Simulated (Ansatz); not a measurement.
# CH6BFO2: the cost of one run

Program: Ansatz 0.2.0. Level of theory: RHF/6-31G*. These are calculated values, not measurements.

**1. The structure to begin with**

Bond lengths: B1–F2 1.670 Å, B1–C3 1.600 Å, C3–H4 1.110 Å, C3–H5 1.110 Å, C3–H6 1.110 Å, B1–O7 1.410 Å, O7–H8 1.010 Å, B1–O9 1.710 Å, O9–H10 1.010 Å, F2–H11 1.041 Å, O9–H11 1.132 Å. Angles (14 of 18 angles, heavy atoms first): F2–B1–C3 120.0°, F2–B1–O7 120.0°, F2–B1–O9 71.6°, C3–B1–O7 120.0°, C3–B1–O9 96.8°, O7–B1–O9 101.3°, B1–F2–H11 80.7°, B1–C3–H4 109.5°, B1–C3–H5 109.5°, B1–C3–H6 109.5°, B1–O7–H8 109.5°, B1–O9–H10 109.5°, B1–O9–H11 76.7°, F2–H11–O9 131.0°.

As a file:

```xyz
11

B     0.0000    0.0000    0.0000
F     0.0000    0.0000    1.6700
C     1.3856    0.0000   -0.8000
H     1.7152   -1.0462   -0.9702
H     1.2491    0.5080   -1.7774
H     2.1552    0.5381   -0.2082
O    -1.2211    0.0000   -0.7050
H    -1.7308   -0.8467   -0.4965
O     0.0766    1.6210    0.5392
H     0.4753    1.6492    1.4668
H     0.0485    1.0264    1.5024
```

**2. Pulling towards end A**

Springs on the bonds that form and break draw the guess towards this end; the thresholds are loose.

Input file input.yaml:

```yaml
crystal:
  periodic: [false, false, false]
  atoms:
    - { symbol: B, position_ang: [0.0, 0.0, 0.0] }
    - { symbol: F, position_ang: [0.0, 0.0, 1.67] }
    - { symbol: C, position_ang: [1.3856, 0.0, -0.8] }
    - { symbol: H, position_ang: [1.7152, -1.0462, -0.9702] }
    - { symbol: H, position_ang: [1.2491, 0.508, -1.7774] }
    - { symbol: H, position_ang: [2.1552, 0.5381, -0.2082] }
    - { symbol: O, position_ang: [-1.2211, 0.0, -0.705] }
    - { symbol: H, position_ang: [-1.7308, -0.8467, -0.4965] }
    - { symbol: O, position_ang: [0.0766, 1.621, 0.5392] }
    - { symbol: H, position_ang: [0.4753, 1.6492, 1.4668] }
    - { symbol: H, position_ang: [0.0485, 1.0264, 1.5024] }
basis:
  gaussian: { orbitals: "6-31G*" }
hamiltonian:
  xc: hf
relax:
  f_tol: 0.15
  max_steps: 25
  restrain:
    - { distance: [0, 8], at: 2.61, k: 30.0 }
    - { distance: [10, 1], at: 2.12, k: 30.0 }
    - { distance: [0, 1], at: 1.32, k: 30.0 }
    - { distance: [10, 8], at: 1.01, k: 30.0 }
```

Launch:

```sh
> ansatz run input.yaml --threads 1 --pin off --max-ram 2048MiB --backend cpu --events-out ev --progress --plain --runs-dir out
```

**Question.** How long does this run take on 1 thread of Arm Neoverse V2, shared host, and how much memory does it need?

About 27 s, with a peak of 0.15 GiB.
